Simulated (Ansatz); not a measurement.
The system is SiO.

```
Si O
1.0
     2.80697    0.00000    0.00000
     0.00000    2.80697    0.00000
     0.00000    0.00000    2.80697
Si O
1 1
Direct
  0.00000 0.00000 0.00000
  0.50000 0.50000 0.50000
```

The cell was built by a generator and needn't be a form met in nature.

```yaml
Program: Ansatz 0.2.0
Task: relaxation of cell and atoms
Functional: RPBE
Potentials_or_basis: Ansatz PAW
Cutoff: "420 eV (not typed: the program's choice for these potentials)"
k_mesh: 9 × 9 × 9
Occupations: fermi-dirac, width 0.05 eV
Spin: no spin polarisation
```

At the start: volume 11.06 Å³/atom.

Q: How do energy, volume and symmetry change on relaxing?

A: It ends after 6 steps and the volume is 11.30 Å³/atom (+2.2 %); space group Pm-3m (No. 221, to 0.05 Å).

Step by step:
| step | energy change (eV) | largest force (eV/Å) | volume (Å³) |
| --- | --- | --- | --- |
| 1 | 0.0000 | 0.0000 | 22.12 |
| 2 | -0.0028 | 0.0000 | 22.51 |
| 3 | -0.0027 | 0.0000 | 22.58 |
| 4 | -0.0041 | 0.0000 | 22.58 |
| 5 | -0.0041 | 0.0000 | 22.60 |
| 6 | -0.0041 | 0.0000 | 22.60 |

Final structure:
```
Si O
1.0
     2.82746    0.00000    0.00000
     0.00000    2.82746    0.00000
     0.00000    0.00000    2.82746
Si O
1 1
Direct
  0.00000 0.00000 0.00000
  0.50000 0.50000 0.50000
```

Caveat: the plane-wave basis is chosen anew once the cell has moved, so the energies of steps on either side of that aren't comparable; the pressure holds a Pulay correction of +0.5 GPa for the finite cutoff; the PAW data sets come from PBE, with cores solved anew for the run's functional, which leaves a small shift of forces and pressure.
